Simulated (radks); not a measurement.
# Ionisation of Mn⁺: one atom, several choices of functional

One table from this session's results is given with a row withheld; the runs are named, their logs left out.

Method: non-relativistic Kohn-Sham, spin-polarised, spherical densities, point nucleus; open shells are filled with parallel spins first. Code: radks (a radial shooting solver on a logarithmic mesh, Libxc functionals) version 1.

## The atom as given

| Property | Result |
| --- | --- |
| element | manganese (Z = 25) |
| charge | +1 |
| electrons | 24 |
| configuration | [Ar] 3d5 4s1 |
| ion | Mn²⁺, [Ar] 3d5 |
| choices | TASK exchange with Perdew-Wang LDA correlation; OLYP; HCTH/407; PBEsol; RPBE; MS2 meta-GGA; LDA (Slater exchange, Perdew-Zunger correlation) |

The outer shells:

Mn⁺
```
[Ar] core
3d [↑ ][↑ ][↑ ][↑ ][↑ ]
4s [↑ ]
```

Mn²⁺
```
[Ar] core
3d [↑ ][↑ ][↑ ][↑ ][↑ ]
```

Set-up of the first run:

The run's settings:

```text
Z 25
configuration [Ar] 3d5 4s1
relativity non-relativistic
functional task,pw
spin polarised
nucleus point
```

Steps of the session up to this table: TASK exchange with Perdew-Wang LDA correlation: Mn⁺; TASK exchange with Perdew-Wang LDA correlation: Mn²⁺; OLYP: Mn⁺; OLYP: Mn²⁺; HCTH/407: Mn⁺; HCTH/407: Mn²⁺; PBEsol: Mn⁺; PBEsol: Mn²⁺; RPBE: Mn⁺; RPBE: Mn²⁺; MS2 meta-GGA: Mn⁺; MS2 meta-GGA: Mn²⁺; LDA (Slater exchange, Perdew-Zunger correlation): Mn⁺; LDA (Slater exchange, Perdew-Zunger correlation): Mn²⁺.

One of the session's tables, all rows but one given; the rest of the session is left out.

| functional | Δ-SCF (eV) | −ε(HOMO) (eV) | <r> HOMO (bohr) |
| --- | --- | --- | --- |
| TASK exchange with Perdew-Wang LDA correlation | 15.490 | 13.171 | 2.704 |
| OLYP | 15.581 | 12.041 | 2.774 |
| HCTH/407 | ? | ? | ? |
| PBEsol | 16.056 | 12.486 | 2.755 |
| RPBE | 15.968 | 12.357 | 2.779 |
| MS2 meta-GGA | 15.976 | 12.451 | 2.768 |
| LDA (Slater exchange, Perdew-Zunger correlation) | 16.316 | 12.692 | 2.753 |

**Question.** Estimate the row for HCTH/407.

As computed: Δ-SCF (eV): 15.688; −ε(HOMO) (eV): 12.362; <r> HOMO (bohr): 2.750. In the column «Δ-SCF (eV)» it lies between OLYP (15.581) and RPBE (15.968).

Open shells are spherical and high-spin; term and fine-structure splittings are not resolved.
